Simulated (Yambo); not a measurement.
# TiC (Fm-3m) in Yambo: notebook

One crystal, TiC, is run at these levels: PBE; tasks: optical spectrum.

Everything below comes from runs of Yambo 5.3.0. Logs are shortened: lines on timing, memory, paths and dates and some standing lists are left out, and cuts for length are marked.

## Step 1: The structure

Symmetry: Fm-3m, No. 225, cubic system. The conventional cell has a = 4.331 Å, b = 4.331 Å, c = 4.331 Å, α = 90.00°, β = 90.00°, γ = 90.00°. Ti (site symmetry m-3m) has 6 C at 2.17 Å as nearest neighbours. C (site symmetry m-3m) has 6 Ti at 2.17 Å as nearest neighbours.

The cell is a database's computed one.

## Step 2: Optical spectrum, PBE

File optics0.in:

```
optics
chi
Chimod= "IP"
% BndsRnXd
 1 | 38 |
%
% LongDrXd
 0 | 0 | 1 |
%
% QpntsRXd
 1 | 1 |
%
% EnRngeXd
 0 | 20 | eV
%
% DmRngeXd
 0.1 | 0.1 | eV
%
ETStpsXd= 300
```

File scf.in:

```
&CONTROL
  calculation = 'scf'
  prefix = 'pwscf'
  outdir = './tmp'
  pseudo_dir = './pseudo'
/
&SYSTEM
  ibrav = 0
  nat = 2
  ntyp = 2
  ecutwfc = 84
  nbnd = 14
  occupations = 'smearing'
  smearing = 'fd'
  degauss = 0.00367493
  force_symmorphic = .true.
/
&ELECTRONS
  conv_thr = 4d-10
  electron_maxstep = 120
  mixing_beta = 0.5
/
ATOMIC_SPECIES
Ti    47.8670 Ti.upf
C     12.0110 C.upf
CELL_PARAMETERS angstrom
   0.0000000000    2.1657188437    2.1657188437
   2.1657188437    0.0000000000    2.1657188437
   2.1657188437    2.1657188437    0.0000000000
ATOMIC_POSITIONS crystal
Ti     0.0000000000    0.0000000000    0.0000000000
C      0.5000000000    0.5000000000    0.5000000000
K_POINTS automatic
20 20 20 0 0 0
```

File nscf.in:

```
&CONTROL
  calculation = 'nscf'
  prefix = 'pwscf'
  outdir = './tmp'
  pseudo_dir = './pseudo'
/
&SYSTEM
  ibrav = 0
  nat = 2
  ntyp = 2
  ecutwfc = 84
  nbnd = 38
  occupations = 'smearing'
  smearing = 'fd'
  degauss = 0.00367493
  force_symmorphic = .true.
/
&ELECTRONS
  conv_thr = 1d-08
  diago_full_acc = .true.
  diago_thr_init = 1d-06
/
ATOMIC_SPECIES
Ti    47.8670 Ti.upf
C     12.0110 C.upf
CELL_PARAMETERS angstrom
   0.0000000000    2.1657188437    2.1657188437
   2.1657188437    0.0000000000    2.1657188437
   2.1657188437    2.1657188437    0.0000000000
ATOMIC_POSITIONS crystal
Ti     0.0000000000    0.0000000000    0.0000000000
C      0.5000000000    0.5000000000    0.5000000000
K_POINTS automatic
20 20 20 0 0 0
```

Potentials or basis: PseudoDojo 0.4.1 SR PBE standard.

Started as:

```bash
> OMP_NUM_THREADS=1 pw.x -in scf.in > scf.out
> OMP_NUM_THREADS=1 pw.x -in nscf.in > nscf.out
> cd tmp/pwscf.save; p2y; mv SAVE ../..; cd ../..
> OMP_NUM_THREADS=1 yambo
> OMP_NUM_THREADS=1 yambo -F optics0.in -J optics0 -C optics0_out
```

Yambo's report:

```text
[... sections 02.01 to 02.04 as in the set-up run ...]

  [02.05] Energies & Occupations
  ==============================

  [X] === General ===
  [X] Electronic Temperature                        :  0.258606E-1   300.100    [eV K]
  [X] Bosonic    Temperature                        :  0.258606E-1   300.100    [eV K]
  [X] Finite Temperature mode                       : yes
  [X] El. density                                   :  0.78756E+24 [cm-3]
  [X] Fermi Level                                   :  14.75199 [eV]

  [X] === Gaps and Widths ===
  [X] Conduction Band Min                           :  14.75199 [eV]
  [X] Valence Band Max                              :  14.75199 [eV]
  [X] Filled Bands                                  :   5
  [X] Metallic Bands                                :   6   9
  [X] Empty Bands                                   :   10   38

  [X] === Metallic Characters ===
  [X] N of el / N of met el                         :  16.00000   5.95447
  [X] Average metallic occ.                         :  0.372154

  [WARNING] [X] Metallic system

 [03] Transferred momenta grid and indexing
 ==========================================

 IBZ Q-points                                      :  256
 BZ  Q-points                                      :   8000

 K/Q-points units:
 rlu = crystal or reduced units; cc = cartesian coordinates; iku = interal k-units

 Q [  1]        [rlu]:  0.000000  0.000000  0.000000
 Q [  2]        [rlu]:  0.32088E-18  0.32088E-18  0.50000E-01
 Q [  3]        [rlu]:  0.64175E-18  0.64175E-18  0.10000
 Q [  4]        [rlu]:  0.66270E-17  0.66270E-17  0.15000
 Q [  5]        [rlu]:  0.96857E-17 -0.41921E-17  0.20000
 Q [  6]        [rlu]:  0.79060E-17  0.79060E-17  0.25000
[... 42 lines left out ...]
 Q [ 49]        [rlu]:  0.16618E-16  0.15000      0.20000
 Q [ 50]        [rlu]:  0.14520E-16  0.15000      0.25000

 Remaining 206 points informations can be written running with -fatlog

 [04] Dipoles
 ============

  [04.01] Setup: observables and procedures
  =========================================

  [WF-Oscillators/G space/Transverse up loader] Normalization (few states)  min/max  :  0.27756E-16   1.0000

  [WR./optics0//ndb.dipoles]------------------------------------------------------
   Brillouin Zone Q/K grids (IBZ/BZ)                :    256   8000    256   8000
   RL vectors                                       :  2421 [WF]
   Fragmentation                                    : yes
   Electronic Temperature                           :  300.1000 [K]
   Bosonic    Temperature                           :  300.1000 [K]
   DIP band range                                   :    1   38
   DIP band range limits                            :   9   6
   DIP e/h energy range                             : -1.000000 -1.000000 [eV]
   RL vectors in the sum                            :  2421
   [r,Vnl] included                                 : yes
   Bands ordered                                    : yes
   Direct v evaluation                              : no
   Approach used                                    : G-space v
   Dipoles computed                                 : R V P [G-space]
   Wavefunctions                                    : Perdew, Burke & Ernzerhof(X)+Perdew, Burke & Ernzerhof(C)

  [WARNING] [r,Vnl^pseudo] included in position and velocity dipoles.

  [WARNING] In case H contains other non local terms, these are neglected

 [05] Optics
 ===========

 [X-CG] R(p) Tot o/o(of R):    50711  1944806      100

 [WARNING] The system is a metal but Drude term not included.
```

Wall time 4 min (1 thread of Arm Neoverse V1, shared host); peak memory 0.47 GiB.

Results:

```yaml
Band_gap_on_the_k_mesh_mean-field_level: none (metal or under the smearing width)
```

Dielectric function (along the field direction of the input):
| energy (eV) | real part | imaginary part |
| --- | --- | --- |
| 0.27 | 47.63 | 56.18 |
| 0.74 | 24.96 | 30.92 |
| 1.27 | 16.61 | 23.41 |
| 1.74 | 12.31 | 17.84 |
| 2.27 | 8.48 | 15.85 |
| 2.74 | 7.87 | 20.91 |
| 3.28 | 5.59 | 14.99 |
| 3.75 | 3.04 | 12.25 |
| 4.28 | 2.88 | 13.12 |
| 4.82 | 1.91 | 12.57 |
| 5.28 | -1.56 | 12.27 |
| 5.82 | -2.19 | 8.84 |
| 6.29 | -1.07 | 6.15 |
| 6.82 | -2.48 | 10.66 |
| 7.29 | -2.51 | 5.47 |
| 7.83 | -2.43 | 4.26 |
| 8.36 | -1.71 | 4.31 |
| 8.83 | -2.05 | 4.58 |
| 9.36 | -2.63 | 4.08 |
| 9.83 | -2.43 | 2.70 |
| 10.37 | -1.87 | 1.97 |
| 10.84 | -1.17 | 1.25 |
| 11.37 | 0.01 | 1.15 |
| 11.84 | 0.54 | 1.66 |
| 12.37 | 0.71 | 2.07 |
| 12.91 | 1.03 | 2.76 |
| 13.38 | -0.09 | 2.73 |
| 13.91 | -0.27 | 2.50 |
| 14.38 | -0.89 | 2.54 |
| 14.92 | -0.45 | 1.95 |
| 15.38 | -0.48 | 1.63 |
| 15.92 | -0.17 | 1.63 |
| 16.45 | -0.61 | 1.76 |
| 16.92 | -0.36 | 1.44 |
| 17.46 | -0.40 | 1.20 |
| 17.93 | -0.18 | 1.47 |
| 18.46 | -0.20 | 1.27 |
| 18.93 | -0.58 | 1.42 |
| 19.46 | -0.47 | 0.99 |
| 20.00 | -0.39 | 0.87 |

Caveat: the intraband (Drude) term of the metal is left out; the ground state has no gap, which makes the many-body step unreliable; independent-particle spectra lack excitons.

## Step 3: Optical spectrum, PBE

File optics1.in:

```
optics
chi
Chimod= "HARTREE"
% BndsRnXd
 1 | 38 |
%
NGsBlkXd= 1 Ry
% LongDrXd
 0 | 0 | 1 |
%
% QpntsRXd
 1 | 1 |
%
% EnRngeXd
 0 | 30 | eV
%
% DmRngeXd
 0.1 | 0.1 | eV
%
ETStpsXd= 150
```

scf.in is that of step 2.

nscf.in is that of step 2.

Potentials or basis: PseudoDojo 0.4.1 SR PBE standard.

Started as:

```bash
> OMP_NUM_THREADS=1 pw.x -in scf.in > scf.out
> OMP_NUM_THREADS=1 pw.x -in nscf.in > nscf.out
> cd tmp/pwscf.save; p2y; mv SAVE ../..; cd ../..
> OMP_NUM_THREADS=1 yambo
> OMP_NUM_THREADS=1 yambo -F optics1.in -J optics1 -C optics1_out
```

Yambo's report:

```text
[... sections 02.01 to 02.04 as in the set-up run ...]

  [02.05] Energies & Occupations
  ==============================

  [X] === General ===
  [X] Electronic Temperature                        :  0.258606E-1   300.100    [eV K]
  [X] Bosonic    Temperature                        :  0.258606E-1   300.100    [eV K]
  [X] Finite Temperature mode                       : yes
  [X] El. density                                   :  0.78756E+24 [cm-3]
  [X] Fermi Level                                   :  14.75199 [eV]

  [X] === Gaps and Widths ===
  [X] Conduction Band Min                           :  14.75199 [eV]
  [X] Valence Band Max                              :  14.75199 [eV]
  [X] Filled Bands                                  :   5
  [X] Metallic Bands                                :   6   9
  [X] Empty Bands                                   :   10   38

  [X] === Metallic Characters ===
  [X] N of el / N of met el                         :  16.00000   5.95447
  [X] Average metallic occ.                         :  0.372154

  [WARNING] [X] Metallic system

 [03] Transferred momenta grid and indexing
 ==========================================

 IBZ Q-points                                      :  256
 BZ  Q-points                                      :   8000

 K/Q-points units:
 rlu = crystal or reduced units; cc = cartesian coordinates; iku = interal k-units

 Q [  1]        [rlu]:  0.000000  0.000000  0.000000
 Q [  2]        [rlu]:  0.32088E-18  0.32088E-18  0.50000E-01
 Q [  3]        [rlu]:  0.64175E-18  0.64175E-18  0.10000
 Q [  4]        [rlu]:  0.66270E-17  0.66270E-17  0.15000
 Q [  5]        [rlu]:  0.96857E-17 -0.41921E-17  0.20000
 Q [  6]        [rlu]:  0.79060E-17  0.79060E-17  0.25000
[... 42 lines left out ...]
 Q [ 49]        [rlu]:  0.16618E-16  0.15000      0.20000
 Q [ 50]        [rlu]:  0.14520E-16  0.15000      0.25000

 Remaining 206 points informations can be written running with -fatlog

 [04] Dipoles
 ============

  [04.01] Setup: observables and procedures
  =========================================

  [WF-Oscillators/G space/Transverse up loader] Normalization (few states)  min/max  :  0.27756E-16   1.0000

  [WR./optics1//ndb.dipoles]------------------------------------------------------
   Brillouin Zone Q/K grids (IBZ/BZ)                :    256   8000    256   8000
   RL vectors                                       :  2421 [WF]
   Fragmentation                                    : yes
   Electronic Temperature                           :  300.1000 [K]
   Bosonic    Temperature                           :  300.1000 [K]
   DIP band range                                   :    1   38
   DIP band range limits                            :   9   6
   DIP e/h energy range                             : -1.000000 -1.000000 [eV]
   RL vectors in the sum                            :  2421
   [r,Vnl] included                                 : yes
   Bands ordered                                    : yes
   Direct v evaluation                              : no
   Approach used                                    : G-space v
   Dipoles computed                                 : R V P [G-space]
   Wavefunctions                                    : Perdew, Burke & Ernzerhof(X)+Perdew, Burke & Ernzerhof(C)

  [WARNING] [r,Vnl^pseudo] included in position and velocity dipoles.

  [WARNING] In case H contains other non local terms, these are neglected

 [05] Optics
 ===========

 [X-CG] R(p) Tot o/o(of R):    50711  1944806      100

 [WARNING] The system is a metal but Drude term not included.
```

It took 4.2 min on 1 thread of Arm Neoverse V1, shared host; peak memory 1.6 GiB.

Results:

```yaml
Band_gap_on_the_k_mesh_mean-field_level: none (metal or under the smearing width)
Peak_of_the_energy-loss_function: 22.3 eV
```

Dielectric function (along the field direction of the input):
```csv
energy (eV),real part,imaginary part
0.40,28.12,27.94
1.41,10.81,19.31
2.42,8.56,15.16
3.42,2.75,15.46
4.43,1.26,12.47
5.44,-2.55,10.92
6.44,0.69,6.91
7.45,-2.15,6.00
8.46,-1.50,4.59
9.46,-2.98,3.81
10.67,-1.43,1.47
11.68,0.43,1.47
12.68,0.87,2.35
13.69,-0.16,2.90
14.70,-0.56,2.03
15.70,-0.32,1.59
16.71,-0.32,1.50
17.72,-0.02,1.24
18.72,0.09,1.63
19.93,-0.37,1.24
```

Energy-loss function:
| energy (eV) | loss |
| --- | --- |
| 0.0 | 0.000 |
| 1.2 | 0.028 |
| 2.6 | 0.041 |
| 3.8 | 0.072 |
| 5.2 | 0.080 |
| 6.4 | 0.143 |
| 7.9 | 0.184 |
| 9.1 | 0.194 |
| 10.5 | 0.273 |
| 11.7 | 0.625 |
| 13.1 | 0.315 |
| 14.3 | 0.345 |
| 15.7 | 0.603 |
| 16.9 | 0.683 |
| 18.3 | 0.700 |
| 19.5 | 0.702 |
| 20.9 | 0.907 |
| 22.1 | 2.026 |
| 23.6 | 2.081 |
| 24.8 | 1.674 |
| 26.2 | 1.418 |
| 27.4 | 1.024 |
| 28.8 | 0.458 |
| 30.0 | 0.206 |

Caveat: the intraband (Drude) term of the metal is left out; the ground state has no gap, which makes the many-body step unreliable; these spectra lack excitons.

## Step 4: Optical spectrum, PBE

File optics2.in:

```
optics
chi
tddft
Chimod= "ALDA"
% BndsRnXd
 1 | 38 |
%
NGsBlkXd= 3 Ry
% LongDrXd
 0 | 0 | 1 |
%
% QpntsRXd
 1 | 1 |
%
% EnRngeXd
 0 | 10 | eV
%
% DmRngeXd
 0.1 | 0.1 | eV
%
ETStpsXd= 300
FxcGRLc= 3 Ry
VXCRLvcs= 3 Ry
```

scf.in is that of step 3.

nscf.in is that of step 3.

Potentials or basis: PseudoDojo 0.4.1 SR PBE standard.

Started as:

```bash
> OMP_NUM_THREADS=1 pw.x -in scf.in > scf.out
> OMP_NUM_THREADS=1 pw.x -in nscf.in > nscf.out
> cd tmp/pwscf.save; p2y; mv SAVE ../..; cd ../..
> OMP_NUM_THREADS=1 yambo
> OMP_NUM_THREADS=1 yambo -F optics2.in -J optics2 -C optics2_out
```

Yambo's report:

```text
[... sections 02.01 to 02.04 as in the set-up run ...]

  [02.05] Energies & Occupations
  ==============================

  [X] === General ===
  [X] Electronic Temperature                        :  0.258606E-1   300.100    [eV K]
  [X] Bosonic    Temperature                        :  0.258606E-1   300.100    [eV K]
  [X] Finite Temperature mode                       : yes
  [X] El. density                                   :  0.78756E+24 [cm-3]
  [X] Fermi Level                                   :  14.75199 [eV]

  [X] === Gaps and Widths ===
  [X] Conduction Band Min                           :  14.75199 [eV]
  [X] Valence Band Max                              :  14.75199 [eV]
  [X] Filled Bands                                  :   5
  [X] Metallic Bands                                :   6   9
  [X] Empty Bands                                   :   10   38

  [X] === Metallic Characters ===
  [X] N of el / N of met el                         :  16.00000   5.95447
  [X] Average metallic occ.                         :  0.372154

  [WARNING] [X] Metallic system

 [03] Transferred momenta grid and indexing
 ==========================================

 IBZ Q-points                                      :  256
 BZ  Q-points                                      :   8000

 K/Q-points units:
 rlu = crystal or reduced units; cc = cartesian coordinates; iku = interal k-units

 Q [  1]        [rlu]:  0.000000  0.000000  0.000000
 Q [  2]        [rlu]:  0.32088E-18  0.32088E-18  0.50000E-01
 Q [  3]        [rlu]:  0.64175E-18  0.64175E-18  0.10000
 Q [  4]        [rlu]:  0.66270E-17  0.66270E-17  0.15000
 Q [  5]        [rlu]:  0.96857E-17 -0.41921E-17  0.20000
 Q [  6]        [rlu]:  0.79060E-17  0.79060E-17  0.25000
[... 42 lines left out ...]
 Q [ 49]        [rlu]:  0.16618E-16  0.15000      0.20000
 Q [ 50]        [rlu]:  0.14520E-16  0.15000      0.25000

 Remaining 206 points informations can be written running with -fatlog

 [04] Dipoles
 ============

  [04.01] Setup: observables and procedures
  =========================================

  [WF-Oscillators/G space/Transverse up loader] Normalization (few states)  min/max  :  0.27756E-16   1.0000

  [WR./optics2//ndb.dipoles]------------------------------------------------------
   Brillouin Zone Q/K grids (IBZ/BZ)                :    256   8000    256   8000
   RL vectors                                       :  2421 [WF]
   Fragmentation                                    : yes
   Electronic Temperature                           :  300.1000 [K]
   Bosonic    Temperature                           :  300.1000 [K]
   DIP band range                                   :    1   38
   DIP band range limits                            :   9   6
   DIP e/h energy range                             : -1.000000 -1.000000 [eV]
   RL vectors in the sum                            :  2421
   [r,Vnl] included                                 : yes
   Bands ordered                                    : yes
   Direct v evaluation                              : no
   Approach used                                    : G-space v
   Dipoles computed                                 : R V P [G-space]
   Wavefunctions                                    : Perdew, Burke & Ernzerhof(X)+Perdew, Burke & Ernzerhof(C)

  [WARNING] [r,Vnl^pseudo] included in position and velocity dipoles.

  [WARNING] In case H contains other non local terms, these are neglected

 [05] Optics
 ===========

 [xc] Functional : Perdew, Burke & Ernzerhof(X)+Perdew, Burke & Ernzerhof(C)
 [xc] LIBXC used to calculate xc functional
  PP Number of Atomic Species                      :  2
  NLCC RL compoments                               :  14211
 [X-CG] R(p) Tot o/o(of R):    50711  1944806      100

 [WARNING] The system is a metal but Drude term not included.
```

Run time: 4.4 min. Hardware: 1 thread of Arm Neoverse V1, shared host; peak memory 1.6 GiB.

What came out:

| Property | Result |
| --- | --- |
| Band gap on the k mesh, mean-field level | none (metal or under the smearing width) |

Dielectric function (along the field direction of the input):
```csv
energy (eV),real part,imaginary part
0.27,47.53,56.06
0.50,34.60,24.72
0.74,24.92,30.89
1.00,11.35,25.56
1.24,17.52,21.63
1.51,13.06,17.98
1.74,12.29,17.83
2.01,10.87,21.14
2.24,8.09,15.84
2.51,9.60,15.06
2.74,7.86,20.89
3.01,3.19,15.78
3.24,5.46,14.18
3.51,2.01,14.17
3.75,2.99,12.27
3.98,2.33,13.36
4.25,3.05,12.82
4.48,1.36,11.95
4.75,2.14,12.39
4.98,0.55,13.62
5.25,-1.34,12.40
5.48,-2.62,10.50
5.75,-2.29,8.91
5.99,-2.30,7.91
6.25,-1.53,6.27
6.49,0.87,7.50
6.76,-1.11,10.60
6.99,-4.84,7.83
7.22,-3.00,5.55
7.49,-2.31,6.18
7.73,-3.20,4.91
7.99,-1.56,4.62
8.23,-1.94,4.97
8.49,-1.63,4.72
8.73,-1.70,5.01
9.00,-1.91,4.39
9.23,-2.42,4.65
9.50,-3.24,3.59
9.73,-2.46,3.08
10.00,-2.41,2.45
```

Caveat: the LDA kernel is used on GGA states, which is inconsistent by a few percent; the intraband (Drude) term of the metal is left out; the ground state has no gap, which makes the many-body step unreliable; these spectra lack excitons.

[end of part 1 of 2]
